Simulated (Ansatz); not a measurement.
# In2BiSb: the cost of one run

Program: Ansatz 0.2.0. PAW datasets, plane waves. All values are calculated for a non-magnetic cell, which may be hypothetical.

## (1) The system as given

The cell was relaxed beforehand with r2SCAN.

It is tetragonal, I-42d (No. 122); a = 6.657 Å, c = 13.304 Å in the conventional setting, 36.85 Å³ an atom. Sb has 4 In at 2.85 Å; In has 2 Sb at 2.85 Å and 2 Bi at 2.92 Å; Bi has 4 In at 2.92 Å.

Coordinates:

```cif
data_structure
_symmetry_space_group_name_H-M 'P 1'
_symmetry_Int_Tables_number 1
_cell_length_a 8.1492
_cell_length_b 8.1492
_cell_length_c 8.1492
_cell_angle_alpha 131.783
_cell_angle_beta 131.783
_cell_angle_gamma 70.572
_cell_volume 294.82
loop_
_atom_site_label
_atom_site_type_symbol
_atom_site_fract_x
_atom_site_fract_y
_atom_site_fract_z
_atom_site_occupancy
Sb1 Sb 0.00000 0.00000 0.00000 1
In1 In 0.62500 0.63384 0.50884 1
Sb2 Sb 0.25000 0.75000 0.50000 1
In2 In 0.88384 0.37500 0.00884 1
Bi1 Bi 0.50000 0.50000 0.00000 1
In3 In 0.12500 0.11616 0.49116 1
Bi2 Bi 0.75000 0.25000 0.50000 1
In4 In 0.36616 0.87500 0.99116 1
```

## (2) PBE bands along the symmetry lines

The input, input.yaml:

```yaml
crystal:
  lattice:
    - [-3.3286842628, 3.3286842628, 6.6520009218]
    - [3.3286842628, -3.3286842628, 6.6520009218]
    - [3.3286842628, 3.3286842628, -6.6520009218]
  atoms:
    - { symbol: Sb, position: [0.0, 0.0, 0.0] }
    - { symbol: In, position: [0.625, 0.6338414276, 0.5088414276] }
    - { symbol: Sb, position: [0.25, 0.75, 0.5] }
    - { symbol: In, position: [0.8838414276, 0.375, 0.0088414276] }
    - { symbol: Bi, position: [0.5, 0.5, 0.0] }
    - { symbol: In, position: [0.125, 0.1161585724, 0.4911585724] }
    - { symbol: Bi, position: [0.75, 0.25, 0.5] }
    - { symbol: In, position: [0.3661585724, 0.875, -0.0088414276] }
kpoints:
  mp_grid: { grid: [6, 6, 6] }
  band_path:
    path:
      - [[0.0, 0.0, 0.0], [3.173939792028e-18, -3.173939792028e-18, 0.5], [0.25, 0.25, 0.25], [-9.332398751881e-18, 0.5, 9.332398751881e-18], [0.0, 0.0, 0.0], [0.5, 0.5, -0.5], [0.3126009051542, 0.6873990948458, -0.3126009051542]]
      - [[-0.3126009051542, 0.3126009051542, 0.3126009051542], [0.0, 0.0, 0.0]]
      - [[3.173939792028e-18, -3.173939792028e-18, 0.5], [-0.1252018103084, 0.1252018103084, 0.5]]
      - [[0.5, 0.5, -0.1252018103084], [0.5, 0.5, -0.5]]
    npoints: 10
hamiltonian:
  xc: pbe
scf:
  occupations: { method: fermi_dirac, width: 0.02 }
  n_extra_bands: 6
output:
  forces: true
  stress: true
  eigenvalues: true
```

The run is started by

```console
$ ansatz run input.yaml --threads 2 --pin off --max-ram 29491MiB --backend cpu --events-out ev --progress --plain --runs-dir out
```

Q: Estimate wall time and peak memory on 2 threads of AMD EPYC 7R13 (Zen 3), shared host.

About 53 s, with a peak of 1.3 GiB.
